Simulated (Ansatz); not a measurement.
## ScGa₃, space group Pm-3m: a check of PAW against all-electron LAPW, step by step

Program: Ansatz 0.2.0 through its Python package.

Run as a notebook:

**Cell 1**
```python
import ansatz
import numpy as np
from tabulate import tabulate
```

**Cell 2**
```python
def count_gap(report):
    # lowest empty less highest filled band, counting bands; zero where they overlap
    return max(report.get("gap_by_band_count_ev") or 0.0, 0.0)
```

**Cell 3**
```python
scga3 = (
    ansatz.Lattice.cubic(4.095)
    .space_group(221)
    .atom("Sc", [0.0, 0.0, 0.0])
    .atom("Ga", [0.0, 0.5, 0.5])
)
```

**Cell 4**
```python
calculation = (
    scga3.calculation()
    .kpoints(length=22)
    .occupations("cold")
    .functional("pbesol")
    .stress()
    .forces()
    .band_table()
)
variants = {
    "PAW": calculation.pseudopotentials("paw"),
    "LAPW": calculation.pseudopotentials("all_electron", lapw=True),
}
# totals differ by the cores that each treatment holds, so compare what does not depend on them
rows = []
for label, variant in variants.items():
    r = variant.run().report
    levels = np.array(r["eigenvalues_ev"][0]) - r["fermi_energy_ev"]
    print(label, "levels at the first k-point near E_F:", np.round(levels[np.abs(levels) < 5], 3))
    rows.append((label, r["n_electrons"], np.trace(r["stress_gpa"]) / 3, count_gap(r)))
print(tabulate(rows, headers=["treatment", "electrons in bands", "P GPa", "gap by band count eV"], floatfmt=".4f", tablefmt="plain"))
```
Output:
```text
DeckWarning: basis.ecutwfc = 420 eV, auto-derived from the records' recommended cutoffs: set by Sc (normal level)
PAW levels at the first k-point near E_F: [-3.198 -3.198 -1.971 -1.971 -1.971  1.693  1.693  1.693  3.012  3.466]
LAPW levels at the first k-point near E_F: [-3.199 -3.199 -1.971 -1.971 -1.971  1.692  1.692  1.692  3.012  3.465
  3.465  4.934  4.934]
treatment      electrons in bands    P GPa    gap by band count eV
PAW                       50.0000  -3.0843                  0.0000
LAPW                      74.0000  -3.0544                  0.0000
```

PAW gives -3.084 GPa and LAPW -3.054 GPa, 0.030 GPa apart. They took 1.6 and 14.0 s of processor time.

Reading the output:
- The computed bands are complete only to about 2.7 eV above the Fermi level.
- The mesh is modest for a metal, so energies can be off by several to tens of meV an atom and pressures by half a GPa or more; differences at equal mesh fare better.
- A gap by band count of zero or less means overlapping bands, a metal.
- The structure is a deposited one; some such entries were measured under pressure or heat, so a shift against it needn't be the functional's error alone.
- Gaps and levels are Kohn-Sham values on a finite set of k-points, without spin-orbit coupling.
- Warnings are shown shortened and without file and line.
- Pressure is positive in compression; the treatments may keep other shells as core, so totals and counts of electrons can differ.
- It ran for 17 s on 1 thread of Arm Neoverse V1, on a shared host, peak memory 0.51 GiB.
